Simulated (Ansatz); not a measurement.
# C₃H₈OSi: up Jacob's ladder to CCSD(T)

The task here is to estimate one member of a computed series from the others.

The runs use Ansatz 0.2.0, Gaussian basis; functionals in def2-TZVPP, the program's frozen cores in correlated methods.

The runs, in order: LDA (SPW92), PBE-D4, revPBE-D4, BLYP-D4, r2SCAN-D4, B97M-V, PBE0-D4, B3LYP-D4, r2SCANh-D4, r2SCAN0-D4, HSE06-D4, BHLYP-D4, CAM-B3LYP-D4, LC-ωPBE, ωB97X-V, ωB97M-V, B2PLYP, PBE-QIDH; CCSD(T)/def2-SVP; CCSD(T)/def2-TZVPP; MP2/def2-QZVPP; extrapolation to the limit; RPA on PBE.

## The relaxed structure

The geometry comes from an earlier relaxation with PBE0-D4 in a triple-zeta def2 set; it is a stationary point, not always the lowest conformer.

SMILES `C1C[SiH2]CO1`, 13 atoms, charge 0, spin multiplicity 1.

Atoms are counted from 1 here; the program's logs count them from 0.

Bond lengths: C1–C2 1.532 Å, C1–O5 1.414 Å, C1–H6 1.101 Å, C1–H7 1.092 Å, C2–Si3 1.886 Å, C2–H8 1.093 Å, C2–H9 1.091 Å, Si3–C4 1.904 Å, Si3–H10 1.489 Å, Si3–H11 1.487 Å, C4–O5 1.422 Å, C4–H12 1.091 Å, C4–H13 1.100 Å. Angles: C2–C1–O5 110.2°, C2–C1–H6 109.8°, C2–C1–H7 112.7°, O5–C1–H6 109.9°, O5–C1–H7 106.2°, H6–C1–H7 108.0°, C1–C2–Si3 101.7°, C1–C2–H8 110.6°, C1–C2–H9 112.1°, Si3–C2–H8 110.2°, Si3–C2–H9 114.0°, H8–C2–H9 108.1°, C2–Si3–C4 92.3°, C2–Si3–H10 114.3°, C2–Si3–H11 113.5°, C4–Si3–H10 113.6°, C4–Si3–H11 113.9°, H10–Si3–H11 108.6° and more.

The first run:

in.yaml reads:

```yaml
crystal:
  periodic: [false, false, false]
  atoms:
    - {symbol: C, position_ang: [-1.055564, 0.828679, -0.142397]}
    - {symbol: C, position_ang: [-0.677433, -0.033318, 1.066614]}
    - {symbol: Si, position_ang: [0.957475, -0.786625, 0.504832]}
    - {symbol: C, position_ang: [0.733131, -0.143263, -1.272663]}
    - {symbol: O, position_ang: [-0.646355, 0.196594, -1.339046]}
    - {symbol: H, position_ang: [-0.578426, 1.817573, -0.059018]}
    - {symbol: H, position_ang: [-2.132831, 0.980702, -0.230999]}
    - {symbol: H, position_ang: [-1.420125, -0.818445, 1.226536]}
    - {symbol: H, position_ang: [-0.603057, 0.555253, 1.982397]}
    - {symbol: H, position_ang: [2.156290, -0.232495, 1.191700]}
    - {symbol: H, position_ang: [0.994824, -2.269375, 0.609332]}
    - {symbol: H, position_ang: [0.932915, -0.871139, -2.059843]}
    - {symbol: H, position_ang: [1.359555, 0.741156, -1.462746]}
basis:
  gaussian: {orbitals: def2-TZVPP}
hamiltonian: {xc: lda}
output: {orbitals: {seedname: orbitals}}
```

Among the steps run: LDA; PBE-D4 (GGA); revPBE-D4 (GGA); BLYP-D4 (GGA); r2SCAN-D4 (meta-GGA); B97M-V (meta-GGA); PBE0-D4 (hybrid); B3LYP-D4 (hybrid); r2SCANh-D4 (hybrid); r2SCAN0-D4 (hybrid); HSE06-D4 (hybrid); BHLYP-D4 (hybrid); CAM-B3LYP-D4 (range-separated); LC-ωPBE (range-separated); ωB97X-V (range-separated); ωB97M-V (range-separated); B2PLYP (double hybrid); PBE-QIDH (double hybrid).

One table of the session follows, with a row left open; its other results are not shown here.

It belongs to the step «Orbital energies across the functionals». 

```
  functional  HOMO (eV)  LUMO (eV)  gap (eV)
 LDA (SPW92)      -5.87      -0.44      5.43
      PBE-D4      -5.74      -0.24      5.50
   revPBE-D4      -5.69      -0.15      5.54
     BLYP-D4      -5.64      -0.15      5.49
   r2SCAN-D4      -6.02       0.19      6.21
      B97M-V      -6.21      -0.08      6.13
     PBE0-D4          ?          ?         ?
    B3LYP-D4      -6.99       0.32      7.30
  r2SCANh-D4      -6.58       0.45      7.03
  r2SCAN0-D4      -7.42       0.83      8.25
    HSE06-D4      -6.82       0.19      7.01
    BHLYP-D4      -8.63       1.28      9.91
CAM-B3LYP-D4      -8.62       1.43     10.05
     LC-ωPBE      -9.91       2.60     12.51
     ωB97X-V      -9.62       2.44     12.05
     ωB97M-V      -9.55       2.06     11.62
```

Estimate the missing values for PBE0-D4.

The run gave: HOMO (eV): -7.22; LUMO (eV): 0.56; gap (eV): 7.78. In the column «HOMO (eV)» it lies between r2SCAN0-D4 (-7.42) and B3LYP-D4 (-6.99).
